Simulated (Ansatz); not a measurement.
# CH5GeO+ (SMILES [CH2]1[OH+][GeH2]1): functionals against CCSD(T) at one geometry

Aim: energy, forces and dipole at a structure displaced at random from a GFN2-xTB minimum, from CCSD(T) and from density functionals.

Program: Ansatz 0.2.0, Gaussian basis. Level of theory: single points in def2-TZVPP. These are calculated values, not measurements.

Cores are frozen in the correlated methods. Filled d shells of the heavier atoms are correlated.

### Step 1. The starting structure

SMILES `[CH2]1[OH+][GeH2]1`, 8 atoms, charge 1, spin multiplicity 1.

Atoms are counted from 1 here; the program's logs count them from 0.

Bond lengths: C1–O2 1.467 Å, C1–Ge3 1.862 Å, C1–H4 1.045 Å, C1–H5 1.090 Å, O2–Ge3 2.208 Å, O2–H6 0.936 Å, Ge3–H7 1.409 Å, Ge3–H8 1.699 Å. Angles: O2–C1–Ge3 82.1°, O2–C1–H4 105.1°, O2–C1–H5 102.8°, Ge3–C1–H4 126.4°, Ge3–C1–H5 125.3°, H4–C1–H5 105.2°, C1–O2–Ge3 56.7°, C1–O2–H6 121.3°, Ge3–O2–H6 124.5°, C1–Ge3–O2 41.2°, C1–Ge3–H7 120.8°, C1–Ge3–H8 120.6°, O2–Ge3–H7 104.4°, O2–Ge3–H8 98.8°, H7–Ge3–H8 108.8°.

Coordinates:

```xyz
8
CH5GeO
C    -0.56670    0.33220   -0.59590
O    -0.27580    0.75350    0.77920
Ge    0.52480   -1.09880   -0.11660
H    -1.60970    0.32100   -0.66200
H    -0.25270    1.19490   -1.18380
H     0.23230    1.51910    0.95570
H     0.04160   -2.12740    0.71680
H     2.17350   -0.85590    0.21480
```

### Step 2. CCSD(T)/def2-TZVPP

Input file run/in.yaml:

```yaml
crystal:
  periodic: [false, false, false]
  atoms:
    - {symbol: C, position_ang: [-0.566700, 0.332200, -0.595900]}
    - {symbol: O, position_ang: [-0.275800, 0.753500, 0.779200]}
    - {symbol: Ge, position_ang: [0.524800, -1.098800, -0.116600]}
    - {symbol: H, position_ang: [-1.609700, 0.321000, -0.662000]}
    - {symbol: H, position_ang: [-0.252700, 1.194900, -1.183800]}
    - {symbol: H, position_ang: [0.232300, 1.519100, 0.955700]}
    - {symbol: H, position_ang: [0.041600, -2.127400, 0.716800]}
    - {symbol: H, position_ang: [2.173500, -0.855900, 0.214800]}
basis:
  gaussian: {orbitals: def2-TZVPP}
total_charge: 1
correlation: {method: ccsd_t}
output: {forces: true}
```

No record of the launch command was kept for these runs.

### Step 3. PBE0-D4/def2-TZVPP

Changes to run/in.yaml since step 2:

```diff
@@ -14,3 +14,3 @@
 total_charge: 1
-correlation: {method: ccsd_t}
-output: {forces: true}
+hamiltonian: {xc: pbe0, dispersion: d4}
+output: {forces: true, orbitals: {seedname: orbitals}}
```

### Step 4. wB97M-V/def2-TZVPP

Changes to run/in.yaml since step 3:

```diff
@@ -14,3 +14,3 @@
 total_charge: 1
-hamiltonian: {xc: pbe0, dispersion: d4}
-output: {forces: true, orbitals: {seedname: orbitals}}
+hamiltonian: {xc: {name: wB97M-V}}
+output: {forces: true}
```

### Step 5. r2SCAN-D4/def2-TZVPP

Changes to run/in.yaml since step 4:

```diff
@@ -14,3 +14,3 @@
 total_charge: 1
-hamiltonian: {xc: {name: wB97M-V}}
+hamiltonian: {xc: r2scan, dispersion: d4}
 output: {forces: true}
```

### Step 6. PBE-D4/def2-TZVPP

Changes to run/in.yaml since step 5:

```diff
@@ -14,3 +14,3 @@
 total_charge: 1
-hamiltonian: {xc: r2scan, dispersion: d4}
+hamiltonian: {xc: pbe, dispersion: d4}
 output: {forces: true}
```

### Step 7. r2SCAN0-D4/def2-TZVPP

Changes to run/in.yaml since step 6:

```diff
@@ -14,3 +14,3 @@
 total_charge: 1
-hamiltonian: {xc: pbe, dispersion: d4}
+hamiltonian: {xc: {name: r2SCAN0}, dispersion: d4}
 output: {forces: true}
```

### Step 8. CAM-B3LYP-D4/def2-TZVPP

Changes to run/in.yaml since step 7:

```diff
@@ -14,3 +14,3 @@
 total_charge: 1
-hamiltonian: {xc: {name: r2SCAN0}, dispersion: d4}
+hamiltonian: {xc: {name: CAM-B3LYP}, dispersion: d4}
 output: {forces: true}
```

(Steps that only read results are left out.)

Q: Predict the outcome of this session. Wanted: energy less free atoms, CCSD(T)/def2-TZVPP; RMS force component; RMS force error; HOMO and LUMO, PBE0-D4; T1 diagnostic.

The runs gave:

```
                                  quantity                                                                                                   value
energy less free atoms, CCSD(T)/def2-TZVPP                                                                                         -405.1 kcal/mol
                       RMS force component                                                                    1.642 to 1.685 eV/Å over the methods
                           RMS force error  PBE0-D4 0.164, wB97M-V 0.088, r2SCAN-D4 0.087, PBE-D4 0.230, r2SCAN0-D4 0.175, CAM-B3LYP-D4 0.132 eV/Å
                    HOMO and LUMO, PBE0-D4                                                                                     -14.72 and -8.38 eV
                             T1 diagnostic                                                                                                   0.015
```

What this shows: Against CCSD(T) the functionals' energies less atoms differ by -22.5 to -1.1 kcal/mol, PBE-D4 by -22.5 kcal/mol. The reference is not at the basis limit: in triple zeta CCSD(T) underbinds, which counts against methods that bind more; the gaps are no ranking. On forces the order runs from r2SCAN-D4 to PBE-D4. Frozen-core CCSD(T) forces in triple zeta carry basis errors of their own, and this is one geometry, so small gaps rank nothing.
